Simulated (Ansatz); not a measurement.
# C₅H₁₁Br: ionisation energy by level of theory

The task here is to estimate one member of a computed series from the others.

The runs use Ansatz 0.2.0, Gaussian basis; unrestricted cation, the program's frozen cores in correlated methods.

Plan: UKS PBE-D4/def2-TZVPP; UKS r2SCAN-D4/def2-TZVPP; UKS PBE0-D4/def2-TZVPP; UKS B3LYP-D4/def2-TZVPP; UKS wB97X-V/def2-TZVPP; UKS wB97M-V/def2-TZVPP; UKS B2PLYP/def2-TZVPP; UHF-CCSD(T)/def2-TZVPP; UHF-MP2/def2-QZVPP; extrapolation to the limit; then −ε(HOMO) from the neutral's earlier runs with LDA (SPW92), PBE-D4, revPBE-D4, BLYP-D4, r2SCAN-D4, B97M-V, PBE0-D4, B3LYP-D4, r2SCANh-D4, r2SCAN0-D4, HSE06-D4, BHLYP-D4, CAM-B3LYP-D4, LC-ωPBE, ωB97X-V, ωB97M-V.

### The relaxed structure

All runs share one geometry, relaxed beforehand with PBE0-D4 in a triple-zeta def2 set.

SMILES `CCCCCBr`, 17 atoms, charge 0, spin multiplicity 1.

Atoms are counted from 1 here; the program's logs count them from 0.

Bond lengths: C1–C2 1.519 Å, C1–H7 1.093 Å, C1–H8 1.092 Å, C1–H9 1.094 Å, C2–C3 1.520 Å, C2–H10 1.096 Å, C2–H11 1.096 Å, C3–C4 1.518 Å, C3–H12 1.095 Å, C3–H13 1.097 Å, C4–C5 1.509 Å, C4–H14 1.099 Å, C4–H15 1.095 Å, C5–Br6 1.953 Å, C5–H16 1.088 Å, C5–H17 1.089 Å. Angles: C2–C1–H7 111.1°, C2–C1–H8 111.6°, C2–C1–H9 111.1°, H7–C1–H8 107.7°, H7–C1–H9 107.5°, H8–C1–H9 107.7°, C1–C2–C3 112.8°, C1–C2–H10 109.6°, C1–C2–H11 109.6°, C3–C2–H10 109.4°, C3–C2–H11 109.1°, H10–C2–H11 106.0°, C2–C3–C4 112.9°, C2–C3–H12 109.5°, C2–C3–H13 109.4°, C4–C3–H12 109.3°, C4–C3–H13 109.3°, H12–C3–H13 106.2° and more.

The first run:

Input file in.yaml:

```yaml
crystal:
  periodic: [false, false, false]
  atoms:
    - {symbol: C, position_ang: [-1.382311, -1.862332, -1.088546]}
    - {symbol: C, position_ang: [-0.803865, -1.140868, 0.115953]}
    - {symbol: C, position_ang: [0.069155, 0.041949, -0.268453]}
    - {symbol: C, position_ang: [0.648653, 0.764887, 0.933940]}
    - {symbol: C, position_ang: [1.541471, 1.932921, 0.594521]}
    - {symbol: Br, position_ang: [0.567596, 3.395766, -0.258035]}
    - {symbol: H, position_ang: [-1.996724, -1.188732, -1.692180]}
    - {symbol: H, position_ang: [-2.008789, -2.705468, -0.789142]}
    - {symbol: H, position_ang: [-0.589129, -2.250194, -1.733883]}
    - {symbol: H, position_ang: [-0.219229, -1.843887, 0.721015]}
    - {symbol: H, position_ang: [-1.617940, -0.790995, 0.761216]}
    - {symbol: H, position_ang: [-0.515064, 0.748006, -0.867837]}
    - {symbol: H, position_ang: [0.887642, -0.302543, -0.913257]}
    - {symbol: H, position_ang: [1.257101, 0.063768, 1.521257]}
    - {symbol: H, position_ang: [-0.156214, 1.102535, 1.594762]}
    - {symbol: H, position_ang: [1.992688, 2.375277, 1.480096]}
    - {symbol: H, position_ang: [2.324940, 1.659910, -0.111429]}
basis:
  gaussian: {orbitals: def2-TZVPP}
total_charge: 1
magnetization: {spin_polarized: true, initial_magnetization: 1}
hamiltonian: {xc: pbe, dispersion: d4}
```

On the command line:

```console
$ ansatz run in.yaml --threads 2 --pin off --events-out ev --progress --plain --max-ram 32768MiB --backend cuda --devices 0, --max-vram 18GiB
```

Steps of the session up to this table: Cation, UKS PBE-D4/def2-TZVPP; Cation, UKS r2SCAN-D4/def2-TZVPP; Cation, UKS PBE0-D4/def2-TZVPP; Cation, UKS B3LYP-D4/def2-TZVPP; Cation, UKS wB97X-V/def2-TZVPP; Cation, UKS wB97M-V/def2-TZVPP; Cation, UKS B2PLYP (frozen core)/def2-TZVPP; Cation, UHF-CCSD(T)/def2-TZVPP; Cation, UHF-MP2/def2-QZVPP.

One table of the session follows, with a row left open; its other results are not shown here.

It belongs to the step «Ionisation energies side by side». For comparison, −ε(HOMO) of the neutral from earlier runs:

```
  functional  −ε(HOMO) (eV)
 LDA (SPW92)           6.60
      PBE-D4           6.46
   revPBE-D4           6.41
     BLYP-D4           6.30
   r2SCAN-D4           6.76
      B97M-V           6.87
     PBE0-D4           7.75
    B3LYP-D4           7.50
  r2SCANh-D4           7.23
  r2SCAN0-D4           7.95
    HSE06-D4           7.35
    BHLYP-D4              ?
CAM-B3LYP-D4           9.11
     LC-ωPBE          10.52
     ωB97X-V          10.16
     ωB97M-V          10.02
```

**Question.** Estimate the row for BHLYP-D4.

Worked estimate for «−ε(HOMO) (eV)». Against the share of exact exchange, BLYP-D4 (0, 6.30), B3LYP-D4 (0.2, 7.50) give a slope of 6.00 per unit share; at 0.5 the line stands at 9.30.

As computed: −ε(HOMO) (eV): 8.90. In «−ε(HOMO) (eV)» the line misses by +0.40.

Caveats from the session: The cation may have settled in a state other than its lowest; no search over hole states beyond the program's own was made.
